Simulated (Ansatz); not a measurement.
# SrAl3O2: the cost of one run

Program: Ansatz 0.2.0. Level of theory: DFT PBE, scalar-relativistic, plane waves, PAW. These are calculated values, not measurements.

## (1) Starting point

The structure is trigonal, space group P-3m1 (No. 164). The conventional cell has a = 4.306 Å, b = 4.306 Å, c = 6.913 Å, α = 90.00°, β = 90.00°, γ = 120.00°. Around Sr (site symmetry -3m) lie 6 O at 3.05 Å and 8 Al at 3.46 to 3.51 Å. Around Al (site symmetry 3m) lie 4 O at 2.58 to 2.67 Å and 3 Al at 2.67 Å. Al (site symmetry -3m) is surrounded by 6 Al at 2.67 Å and 6 O at 3.00 Å. O (site symmetry 3m) is surrounded by 7 Al at 2.58 to 3.00 Å and 3 Sr at 3.05 Å.

Coordinates:

```
Sr Al O
1.0
     4.30603    0.00000    0.00000
    -2.15301    3.72913    0.00000
     0.00000    0.00000    6.91332
Sr Al O
1 3 2
Cartesian
  0.0000 0.0000 0.0000
  2.1530 1.2430 2.4722
  0.0000 2.4861 4.4412
  0.0000 0.0000 3.4567
  2.1530 1.2430 5.1409
  0.0000 2.4861 1.7724
```

Recipe of the guess: species swapped into a database cell of Li3LaBi2 (P-3m1, No. 164), with Al on the Li sites, Sr on the La sites and O on the Bi sites. The dimensions are guesses.

## (2) Probe: one point on a coarse mesh

Contents of input.yaml:

```yaml
crystal:
  lattice:
    - [4.30602737, 0.0, 0.0]
    - [-2.15301368, 3.72912909, 0.0]
    - [0.0, 0.0, 6.91331848]
  atoms:
    - { symbol: Sr, position: [0.0, 0.0, 0.0] }
    - { symbol: Al, position: [0.66666667, 0.33333333, 0.3575947] }
    - { symbol: Al, position: [0.33333333, 0.66666667, 0.6424053] }
    - { symbol: Al, position: [0.0, 0.0, 0.5] }
    - { symbol: O, position: [0.66666667, 0.33333333, 0.74362803] }
    - { symbol: O, position: [0.33333333, 0.66666667, 0.25637197] }
basis:
  ecutwfc: 420
kpoints:
  mp_grid: { grid: [6, 6, 4] }
hamiltonian:
  xc: pbe
scf:
  occupations: { method: gaussian, width: 0.1 }
  lower_state_search: "off"
output:
  forces: true
  stress: true
  eigenvalues: true
```

The run is started by

```bash
$ ansatz run input.yaml --threads 1 --pin off --max-ram 2560MiB --backend cpu --events-out ev --progress --plain --runs-dir out
```

Q: Estimate wall time and peak memory on 1 thread of Intel Xeon at 2.70GHz, shared host.

About 6 s, with a peak of 0.39 GiB.
